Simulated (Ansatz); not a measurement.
# ClH5OSi2 (built from SMILES O[SiH]([SiH3])Cl; bonds differ from it in a structure shown): search for a transition state

Is there a first-order saddle for this 1,2-elimination, which should form Cl2–H4 and break Si1–Cl2, O3–H4, and which two structures does it connect?

Computed with Ansatz 0.2.0, Gaussian basis. Level: PBE0-D4, def2-SVP first, then def2-TZVP.

114 further runs of the same task are left out: 114 set aside as unsound or not needed. Runs told in other sessions of the task aren't counted.

### 1 The starting structure

The guess: 9 atoms, charge 0, spin multiplicity 1.

Atoms are counted from 1 here; the program's logs count them from 0.

Bond lengths: Si1–O3 1.558 Å, Si1–H5 1.463 Å, Si1–Si6 2.312 Å, Cl2–H4 1.614 Å, O3–H4 1.181 Å, Si6–H7 1.467 Å, Si6–H8 1.464 Å, Si6–H9 1.472 Å. Angles: O3–Si1–H5 115.5°, O3–Si1–Si6 119.9°, H5–Si1–Si6 124.4°, Si1–O3–H4 99.0°, Cl2–H4–O3 145.6°, Si1–Si6–H7 110.4°, Si1–Si6–H8 112.0°, Si1–Si6–H9 109.2°, H7–Si6–H8 109.0°, H7–Si6–H9 107.8°, H8–Si6–H9 108.3°.

As a file:

```xyz
9
charge 0, multiplicity 1
Si   -0.7802   -0.5001   -0.4199
Cl   -0.4612    2.0250   -1.6455
O    -0.2824   -0.6302   -1.8901
H    -0.2357    0.5155   -2.1709
H    -2.2205   -0.6650   -0.2253
Si    0.7464   -0.2196    1.2935
H     0.1704    0.6055    2.3608
H     1.9868    0.4023    0.8279
H     1.0764   -1.5335    1.8694
```

Distances that are to change: Cl2–H4 1.61 Å, Si1–Cl2 2.82 Å, O3–H4 1.18 Å.

### 2 Constrained relaxation of the guess

File hold/in.yaml:

```yaml
crystal:
  periodic: [false, false, false]
  atoms:
    - {symbol: Si, position_ang: [-0.780200, -0.500100, -0.419900]}
    - {symbol: Cl, position_ang: [-0.461200, 2.025000, -1.645500]}
    - {symbol: O, position_ang: [-0.282400, -0.630200, -1.890100]}
    - {symbol: H, position_ang: [-0.235700, 0.515500, -2.170900]}
    - {symbol: H, position_ang: [-2.220500, -0.665000, -0.225300]}
    - {symbol: Si, position_ang: [0.746400, -0.219600, 1.293500]}
    - {symbol: H, position_ang: [0.170400, 0.605500, 2.360800]}
    - {symbol: H, position_ang: [1.986800, 0.402300, 0.827900]}
    - {symbol: H, position_ang: [1.076400, -1.533500, 1.869400]}
basis:
  gaussian: {orbitals: def2-SVP}
hamiltonian: {xc: pbe0, dispersion: d4}
relax: {f_tol: 0.04, max_steps: 150, escape_saddle: false, constraints: [{distance: [1, 3]}, {distance: [0, 1]}, {distance: [2, 3]}]}
```

Started as:

```console
> ansatz run in.yaml --threads 4 --pin off --events-out ev --progress --plain --max-ram 9574MiB
```

The runs that follow: Force constants to start from; Saddle search in the small basis; Saddle search in triple zeta; Vibrations at the point found; Relaxing after a step of 0.30 Å one way along the mode; Relaxing after a step of 0.30 Å the other way along the mode.

Q: Predict the outcome of this session. Wanted: imaginary mode; barrier from the start side; barrier from the end side; energy of the step; pairs that change; zero-point energy at the saddle.

As calculated:

| quantity | value |
| --- | --- |
| imaginary mode | 284i cm⁻¹ |
| barrier from the start side | 251.8 kJ/mol |
| barrier from the end side | 1.8 kJ/mol |
| energy of the step | +250.0 kJ/mol |
| pairs that change | Cl2–H4 formed, Si1–Cl2 broken, O3–H4 broken |
| zero-point energy at the saddle | 1.187 eV |

In words: The point has a single imaginary mode (284i cm⁻¹), as a transition state must. Going downhill both ways gives the intended start and end. At PBE0-D4/def2-TZVP the electronic barrier is 251.8 kJ/mol, about 102 kT at 298 K, and the step runs 250.0 kJ/mol uphill. A step off the saddle overshot and began above it in energy, so the link to its end is likely but not proven. Lower complexes than these ends may exist.
